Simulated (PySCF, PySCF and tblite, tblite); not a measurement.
# C6H10Si: a path driven as a shift of bonds, and NMR exchange

Aim: the barrier and rate of a shift of bonds in C6H10Si (`CC1=C[C@H]([SiH3])C=C1`), and what it does to NMR lines.

Computed with tblite 0.8.0 (tight binding) and PySCF 2.14.0 (DFT, with response routines of our own); each step states its level. Atoms count from 0 throughout.

## Step 1: The starting structure

17 atoms, charge 0, multiplicity 1; geometry from: force field or distance geometry start.

Bonds of the start (Å): C0–C1 1.49, C0–H7 1.09, C0–H8 1.12, C0–H9 1.09, C1–C2 1.32, C1–C6 1.47, C2–C3 1.48, C2–H10 1.09, C3–C5 1.48, C3–H11 1.11, C3–Si4 1.82, C5–C6 1.33, C5–H15 1.09, C6–H16 1.10, Si4–H12 1.47, Si4–H13 1.49, Si4–H14 1.49.

## Step 2: GFN2-xTB relaxation, start minimum

What the job is given:

```
{"job": {"xc": "GFN2-xTB", "basis": "xTB", "kind": "relax"}, "charge": 0, "multiplicity": 1}
C      0.259300    -1.961100     0.116200
C      0.229700    -0.475500     0.216200
C     -0.127700     0.423200    -0.674800
C      0.008500     1.799700    -0.153800
Si     1.027100     2.943900    -1.142900
C      0.520400     1.529000     1.211100
C      0.658600     0.227200     1.431400
H      0.872500    -2.396100     0.912300
H     -0.751100    -2.427000     0.220700
H      0.641000    -2.250900    -0.866700
H     -0.501000     0.205500    -1.672200
H     -1.026800     2.206500    -0.078000
H      2.473300     2.711400    -1.069200
H      0.763500     4.311000    -0.619800
H      0.566700     2.957700    -2.559500
H      0.764500     2.291800     1.953500
H      1.015400    -0.260200     2.345400
```

Command:

```bash
OMP_NUM_THREADS=1 python ens_run.py task.json out
```

The driver reads the study from task.json and runs its stages one after another.

Standard output:

```text
step      E/eV     max force
  0    -534.15190    2.373
  1    -534.30006    1.737
  2    -534.33652    0.403
  3    -534.34425    0.182
  4    -534.35171    0.174
  5    -534.35685    0.214
  6    -534.36282    0.200
  7    -534.36593    0.179
  8    -534.36795    0.108
  9    -534.36950    0.115
 10    -534.37102    0.094
 11    -534.37219    0.094
 12    -534.37353    0.085
 13    -534.37540    0.118
 14    -534.37798    0.146
 15    -534.38088    0.141
 16    -534.38364    0.121
 17    -534.38619    0.123
 18    -534.38880    0.122
 19    -534.39143    0.128
 20    -534.39348    0.096
 21    -534.39486    0.083
 22    -534.39610    0.110
 23    -534.39771    0.123
 24    -534.39983    0.120
 25    -534.40231    0.140
 26    -534.40488    0.141
 27    -534.40749    0.120
 28    -534.41003    0.129
 29    -534.41237    0.116
 30    -534.41466    0.128
 31    -534.41720    0.135
 32    -534.42011    0.162
 33    -534.42300    0.163
 34    -534.42532    0.111
 35    -534.42706    0.085
 36    -534.42840    0.096
 37    -534.42947    0.074
 38    -534.43045    0.071
 39    -534.43129    0.057
 40    -534.43192    0.053
 41    -534.43232    0.045
 42    -534.43269    0.057
 43    -534.43301    0.042
 44    -534.43335    0.038
 45    -534.43352    0.033
 46    -534.43369    0.032
 47    -534.43381    0.030
 48    -534.43395    0.027
 49    -534.43412    0.029
 50    -534.43431    0.035
 51    -534.43449    0.032
 52    -534.43463    0.033
 53    -534.43478    0.033
 54    -534.43497    0.032
 55    -534.43520    0.042
 56    -534.43543    0.045
 57    -534.43563    0.034
 58    -534.43583    0.034
 59    -534.43607    0.043
 60    -534.43639    0.051
 61    -534.43677    0.045
 62    -534.43714    0.046
 63    -534.43746    0.043
 64    -534.43771    0.034
 65    -534.43793    0.037
 66    -534.43811    0.037
 67    -534.43827    0.027
 68    -534.43842    0.031
 69    -534.43855    0.030
 70    -534.43867    0.034
 71    -534.43880    0.037
 72    -534.43899    0.028
 73    -534.43923    0.037
 74    -534.43960    0.050
 75    -534.44005    0.055
 76    -534.44059    0.056
 77    -534.44123    0.048
 78    -534.44192    0.057
 79    -534.44261    0.056
 80    -534.44325    0.071
 81    -534.42924    0.558
 82    -534.44395    0.067
 83    -534.44434    0.053
 84    -534.44545    0.060
 85    -534.44572    0.050
 86    -534.44671    0.053
 87    -534.44711    0.049
 88    -534.44759    0.060
 89    -534.44794    0.059
 90    -534.44833    0.039
 91    -534.44856    0.039
 92    -534.44879    0.044
 93    -534.44907    0.036
 94    -534.44937    0.032
 95    -534.44956    0.041
 96    -534.44970    0.025
 97    -534.44980    0.026
 98    -534.44987    0.020
 99    -534.44993    0.018
100    -534.45000    0.023
101    -534.45011    0.036
102    -534.45028    0.038
103    -534.45048    0.030
104    -534.45067    0.034
105    -534.45089    0.044
106    -534.45106    0.051
107    -534.45135    0.038
108    -534.45157    0.036
109    -534.45181    0.034
110    -534.45191    0.038
111    -534.45205    0.028
112    -534.45215    0.038
113    -534.45225    0.027
114    -534.45245    0.034
115    -534.45264    0.035
116    -534.45291    0.050
117    -534.45315    0.035
118    -534.45338    0.051
119    -534.45359    0.049
120    -534.45380    0.032
121    -534.45397    0.037
122    -534.45407    0.019
123    -534.45412    0.028
124    -534.45416    0.014
125    -534.45418    0.009
126    -534.45421    0.010
127    -534.45422    0.013
128    -534.45424    0.014
129    -534.45425    0.011
130    -534.45426    0.008
131    -534.45426    0.005
132    -534.45427    0.004
133    -534.45427    0.004
134    -534.45427    0.004
135    -534.45428    0.004
136    -534.45428    0.006
137    -534.45428    0.006
138    -534.45429    0.005
139    -534.45429    0.004
140    -534.45430    0.004
141    -534.45430    0.003
142    -534.45430    0.004
143    -534.45430    0.003
144    -534.45430    0.003
```

Run time: 0.91 s. Hardware: 1 thread of Arm Neoverse V1, shared host.

The energy fell by 0.302 eV, and the atoms moved 0.45 Å (root mean square).

## Step 3: Relaxed scan, to the middle

What the job is given:

```
{"job": {"xc": "GFN2-xTB", "basis": "xTB", "coordinate": [["d", [11, 3], 1], ["d", [11, 5], -1]], "kind": "drive"}, "charge": 0, "multiplicity": 1}
C      0.422476    -1.886083     0.047562
C      0.226140    -0.416948     0.211598
C     -0.276397     0.457388    -0.685738
C     -0.235819     1.824949    -0.125721
Si     1.135158     2.785767    -1.069143
C      0.248359     1.607505     1.252940
C      0.551157     0.306328     1.416013
H      1.478186    -2.140893     0.143493
H     -0.122436    -2.431361     0.818062
H      0.071349    -2.213689    -0.928217
H     -0.632423     0.233142    -1.675143
H     -1.164073     2.386957    -0.205757
H      2.387894     2.043009    -0.965924
H      1.267178     4.116025    -0.470162
H      0.722327     2.921817    -2.467871
H      0.356170     2.396775     1.974788
H      0.958719    -0.154591     2.299084
```

Standard output:

```text
point  coordinate     E/eV
  0     -0.969     -534.40854
  1     -0.839     -534.28018
  2     -0.701     -534.08268
  3     -0.555     -533.83243
  4     -0.391     -533.54964
  5     -0.202     -533.30136
  6     -0.001     -533.20824
```

Run time: 1.6 s. Hardware: 1 thread of Arm Neoverse V1, shared host.

The highest point is number 6, 27.7 kcal/mol above the first.

## Step 4: Relaxed scan, from the middle, back

What the job is given:

```
{"job": {"xc": "GFN2-xTB", "basis": "xTB", "coordinate": [["d", [11, 3], 1], ["d", [11, 5], -1]], "kind": "drive"}, "charge": 0, "multiplicity": 1}
C      0.132148    -2.029096     0.176934
C      0.255872    -0.544305     0.281708
C      0.338711     0.338182    -0.782612
C      0.461484     1.661656    -0.314195
Si     0.989910     3.168617    -1.288523
C      0.441423     1.534533     1.183336
C      0.333046     0.177563     1.474857
H      1.085070    -2.501134     0.417372
H     -0.615266    -2.407795     0.871942
H     -0.146157    -2.321115    -0.832843
H      0.300992     0.068188    -1.822793
H     -0.535409     1.928025     0.448816
H      2.424778     3.106230    -1.573836
H      0.691846     4.350628    -0.470972
H      0.225805     3.242138    -2.536780
H      0.691068     2.321629     1.872350
H      0.294130    -0.242519     2.463430
```

Standard output:

```text
point  coordinate     E/eV
  0     -0.175     -533.27627
  1     -0.346     -533.48245
  2     -0.496     -533.72980
  3     -0.629     -533.96460
  4     -0.753     -534.16478
  5     -0.870     -534.31838
  6     -0.982     -534.41766
  7     -1.087     -534.45196
```

Run time: 1.8 s. Hardware: 1 thread of Arm Neoverse V1, shared host.

## Step 5: Relaxed scan, from the middle, on

job is that of step 4.

Standard output:

```text
point  coordinate     E/eV
  0      0.175     -533.27332
  1      0.345     -533.47646
  2      0.494     -533.71999
  3      0.626     -533.94993
  4      0.748     -534.13939
  5      0.864     -534.27931
  6      0.976     -534.36341
  7      1.081     -534.38430
```

Wall time 1.3 s (1 thread of Arm Neoverse V1, shared host).

## Step 6: Nudged elastic band, leg 1

What the job is given:

```
{"job": {"xc": "GFN2-xTB", "basis": "xTB", "kind": "neb"}, "charge": 0, "multiplicity": 1}
C      0.434289    -1.884990     0.047528
C      0.227205    -0.417194     0.210016
C     -0.274399     0.454381    -0.690500
C     -0.246182     1.821923    -0.129613
Si     1.125074     2.792107    -1.063251
C      0.230071     1.607040     1.252226
C      0.539598     0.307673     1.416798
H      1.490781    -2.132861     0.152649
H     -0.113883    -2.433590     0.813399
H      0.093919    -2.215244    -0.931151
H     -0.622018     0.228804    -1.682594
H     -1.177467     2.377994    -0.215873
H      2.381261     2.056219    -0.952855
H      1.245164     4.122396    -0.461668
H      0.721278     2.927490    -2.464704
H      0.327860     2.396662     1.975149
H      0.943941    -0.150990     2.302431
```

Standard output:

```text
image   E - E0 / eV
  0       0.0000
  1       0.0364
  2       0.1745
  3       0.8907
  4       0.0908
  5       0.0589
  6       0.0506
```

Wall time 6.7 s (1 thread of Arm Neoverse V1, shared host); peak memory 0.19 GiB.

The run did not converge, so its numbers are no properties of the molecule.

## Step 7: Saddle search, leg 1

What the job is given:

```
{"job": {"xc": "GFN2-xTB", "basis": "xTB", "kind": "saddle"}, "charge": 0, "multiplicity": 1}
C     -0.301349    -2.726238     0.202335
C     -0.177625    -1.241448     0.307109
C     -0.094786    -0.358960    -0.757212
C      0.027987     0.964513    -0.288795
Si     0.556413     2.471475    -1.263122
C      0.007926     0.837390     1.208737
C     -0.100451    -0.519579     1.500257
H      0.651573    -3.198277     0.442772
H     -1.048763    -3.104938     0.897343
H     -0.579654    -3.018258    -0.807442
H     -0.132505    -0.628955    -1.797392
H     -0.968906     1.230882     0.474216
H      1.991281     2.409087    -1.548436
H      0.258349     3.653485    -0.445572
H     -0.207692     2.544995    -2.511379
H      0.257571     1.624486     1.897750
H     -0.139367    -0.939661     2.488831
```

Standard output:

```text
step      E/eV     max force
  0    -533.20824   0.0271
  1    -533.20917   0.1235
  2    -533.20918   0.0388
  3    -533.20956   0.0331
  4    -533.20988   0.0679
  5    -533.20980   0.0052
  6    -533.21006   0.0134
  7    -533.21026   0.0315
  8    -533.21017   0.0052
  9    -533.21030   0.0088
 10    -533.21044   0.0119
 11    -533.21058   0.0063
 12    -533.21076   0.0161
 13    -533.21094   0.0220
 14    -533.21112   0.0228
 15    -533.21128   0.0271
 16    -533.21147   0.0126
 17    -533.21165   0.0315
 18    -533.21156   0.0055
 19    -533.21167   0.0106
 20    -533.21178   0.0143
 21    -533.21189   0.0082
 22    -533.21201   0.0197
 23    -533.21212   0.0256
 24    -533.21222   0.0265
 25    -533.21231   0.0205
 26    -533.21239   0.0183
 27    -533.21242   0.0086
 28    -533.21245   0.0125
 29    -533.21246   0.0033
lowest wavenumbers (cm-1): -1122.2 55.5 72.5 138.8 158.0 280.9
```

Wall time 7.8 s (1 thread of Arm Neoverse V1, shared host); peak memory 0.2 GiB.

Point group C1; 1 imaginary mode, 1122i cm⁻¹, carried by H11, C5, C3. Steps downhill from it reached both ends.

## Step 8: DFT refinement, start: PBE0-D3(BJ)/def2-SVP

What the job is given:

```
{"job": {"xc": "PBE0", "basis": "def2-SVP", "kind": "refine"}, "charge": 0, "multiplicity": 1}
C      0.422476    -1.886083     0.047562
C      0.226140    -0.416948     0.211598
C     -0.276397     0.457388    -0.685738
C     -0.235819     1.824949    -0.125721
Si     1.135158     2.785767    -1.069143
C      0.248359     1.607505     1.252940
C      0.551157     0.306328     1.416013
H      1.478186    -2.140893     0.143493
H     -0.122436    -2.431361     0.818062
H      0.071349    -2.213689    -0.928217
H     -0.632423     0.233142    -1.675143
H     -1.164073     2.386957    -0.205757
H      2.387894     2.043009    -0.965924
H      1.267178     4.116025    -0.470162
H      0.722327     2.921817    -2.467871
H      0.356170     2.396775     1.974788
H      0.958719    -0.154591     2.299084
```

Standard output:

```text
step      E/eV     max force
  0    -14244.21192   0.9326
  1    -14244.29316   0.1665
  2    -14244.29476   0.0249
  3    -14244.29491   0.0124
```

Run time: 67 s. Hardware: 1 thread of Arm Neoverse V1, shared host; peak memory 0.62 GiB.

Gain 0.083 eV; displacement 0.04 Å root mean square.

**DFT refinement, saddle of leg 1: PBE0-D3(BJ)/def2-SVP**

What the job is given:

```
{"job": {"xc": "PBE0", "basis": "def2-SVP", "kind": "refine"}, "charge": 0, "multiplicity": 1}
C     -0.326821    -2.723944     0.199693
C     -0.146377    -1.244902     0.304684
C     -0.120910    -0.353104    -0.755325
C      0.029108     0.965508    -0.282884
Si     0.496805     2.482321    -1.271841
C      0.093107     0.825998     1.213047
C      0.001291    -0.534155     1.497531
H      0.328042    -3.240131     0.899532
H     -1.355391    -3.001318     0.435644
H     -0.104808    -3.064785    -0.809071
H     -0.208859    -0.616099    -1.794087
H     -0.922579     1.222868     0.537987
H      1.925849     2.459925    -1.586859
H      0.187283     3.661781    -0.454841
H     -0.289832     2.520119    -2.506649
H      0.386507     1.607079     1.892211
H      0.027584    -0.967163     2.481228
```

Standard output:

```text
step      E/eV     max force
  0    -14243.04155   0.8218
  1    -14243.12720   0.1629
  2    -14243.12890   0.1223
  3    -14243.13026   0.0519
  4    -14243.13067   0.0252
  5    -14243.12989   0.1081
  6    -14243.13083   0.0245
  7    -14243.13089   0.0166
  8    -14243.13090   0.0017
```

Run time: 2.4 min. Hardware: 1 thread of Arm Neoverse V1, shared host; peak memory 0.62 GiB.

Gain 0.089 eV; displacement 0.09 Å root mean square.

## Step 9: DFT refinement, end: PBE0-D3(BJ)/def2-SVP

What the job is given:

```
{"job": {"xc": "PBE0", "basis": "def2-SVP", "kind": "refine"}, "charge": 0, "multiplicity": 1}
C      0.035144    -2.026946     0.134500
C      0.217230    -0.557391     0.300202
C      0.478627     0.345343    -0.803294
C      0.599802     1.614092    -0.364639
Si     0.935962     3.162249    -1.353352
C      0.413479     1.603283     1.125984
C      0.176523     0.163537     1.433408
H      0.925063    -2.468933    -0.313393
H     -0.148873    -2.503648     1.094337
H     -0.806976    -2.230775    -0.526704
H      0.560785     0.020048    -1.826148
H     -0.429635     2.229570     1.425830
H      2.178424     3.786878    -0.883704
H     -0.164294     4.115402    -1.164930
H      1.057721     2.816699    -2.769679
H      1.295298     1.991384     1.640565
H      0.002210    -0.202972     2.429004
```

Standard output:

```text
step      E/eV     max force
  0    -14244.15210   0.8740
  1    -14244.22760   0.1661
  2    -14244.22908   0.0301
  3    -14244.22898   0.0379
  4    -14244.22929   0.0197
  5    -14244.22932   0.0067
```

Run time: 93 s. Hardware: 1 thread of Arm Neoverse V1, shared host; peak memory 0.62 GiB.

The energy fell by 0.077 eV, and the atoms moved 0.05 Å (root mean square).

## Step 10: Shieldings, start: PBE0/pcSseg-1

What the job is given:

```
{"job": {"kind": "nmr", "xc": "PBE0", "basis": "pcSseg-1", "pop": false}, "charge": 0, "multiplicity": 1}
C      0.433107    -1.884547     0.032826
C      0.214644    -0.419829     0.215767
C     -0.301602     0.460653    -0.687277
C     -0.265878     1.830692    -0.116185
Si     1.117800     2.760005    -1.051445
C      0.232530     1.628095     1.267385
C      0.543282     0.315916     1.428648
H      1.504155    -2.139401     0.097053
H     -0.080326    -2.464007     0.817752
H      0.061649    -2.226917    -0.943068
H     -0.648480     0.221649    -1.693993
H     -1.184931     2.432401    -0.219903
H      2.385651     1.985554    -0.930309
H      1.298052     4.130410    -0.477645
H      0.744970     2.912152    -2.492543
H      0.358885     2.426279     2.000015
H      0.980456    -0.133008     2.322787
```

Standard output:

```text
coarse grid: 14344 points
cycle   1  E = -523.5823293379  dE =  7.951e-01  |g| = 3.944e-01  |ddm| = 3.749e+00
cycle   2  E = -523.5684126156  dE =  1.392e-02  |g| = 4.595e-01  |ddm| = 9.724e-01
cycle   3  E = -523.6256152093  dE = -5.720e-02  |g| = 5.207e-02  |ddm| = 5.917e-01
cycle   4  E = -523.6259801024  dE = -3.649e-04  |g| = 3.692e-02  |ddm| = 8.341e-02
cycle   5  E = -523.6263047449  dE = -3.246e-04  |g| = 9.485e-03  |ddm| = 3.822e-02
cycle   6  E = -523.6263263214  dE = -2.158e-05  |g| = 2.449e-03  |ddm| = 1.041e-02
cycle   7  E = -523.6263277790  dE = -1.458e-06  |g| = 3.347e-04  |ddm| = 2.427e-03
final grid: 132896 points
cycle   8  E = -523.6679513542  dE = -2.644e-05  |g| = 6.821e-03  |ddm| = 3.371e-02
cycle   9  E = -523.6679460405  dE =  5.314e-06  |g| = 8.182e-03  |ddm| = 1.620e-02
cycle  10  E = -523.6679641451  dE = -1.810e-05  |g| = 6.972e-04  |ddm| = 9.247e-03
cycle  11  E = -523.6679642402  dE = -9.506e-08  |g| = 2.825e-04  |ddm| = 8.683e-04
cycle  12  E = -523.6679642586  dE = -1.849e-08  |g| = 9.265e-05  |ddm| = 3.237e-04
cycle  13  E = -523.6679642607  dE = -2.078e-09  |g| = 1.916e-05  |ddm| = 9.763e-05
cycle  14  E = -523.6679642608  dE = -8.504e-11  |g| = 6.148e-06  |ddm| = 2.473e-05
converged SCF energy = -523.6679642608

GIAO shielding tensors (ppm)
atom      isotropic    diamagn.    paramagn.     s11        s22        s33       span
  0 C      166.971     244.534     -77.563    154.806    159.312    186.797     31.991
  1 C       35.313     259.706    -224.393    -62.510     25.944    142.505    205.016
  2 C       47.877     252.619    -204.743    -48.245     48.763    143.112    191.358
  3 C      138.728     255.050    -116.322    123.052    146.134    146.999     23.947
  4 Si     410.216     878.326    -468.110    358.437    403.795    468.416    109.980
  5 C       41.527     256.851    -215.324    -62.276     34.842    152.014    214.290
  6 C       43.362     251.301    -207.940    -54.056     44.463    139.677    193.733
  7 H       29.119      28.072       1.048     25.192     27.003     35.164      9.972
  8 H       29.055      28.212       0.843     24.717     27.077     35.372     10.655
  9 H       29.118      29.445      -0.327     24.315     28.709     34.330     10.015
 10 H       24.949      34.125      -9.175     23.202     24.369     27.277      4.076
 11 H       27.825      30.167      -2.342     24.031     25.313     34.132     10.101
 12 H       28.710      28.058       0.652     24.593     27.870     33.667      9.075
 13 H       27.005      27.647      -0.642     23.412     24.791     32.813      9.402
 14 H       27.015      27.986      -0.971     23.429     24.925     32.692      9.262
 15 H       24.559      31.780      -7.221     22.978     24.435     26.265      3.286
 16 H       24.527      31.835      -7.308     22.704     23.847     27.031      4.328
```

It took 22 s on 1 thread of Arm Neoverse V1, shared host; peak memory 0.85 GiB.

This run: HOMO -6.35 eV, LUMO -0.47 eV; dipole 0.30 D.

[end of part 1 of 2]
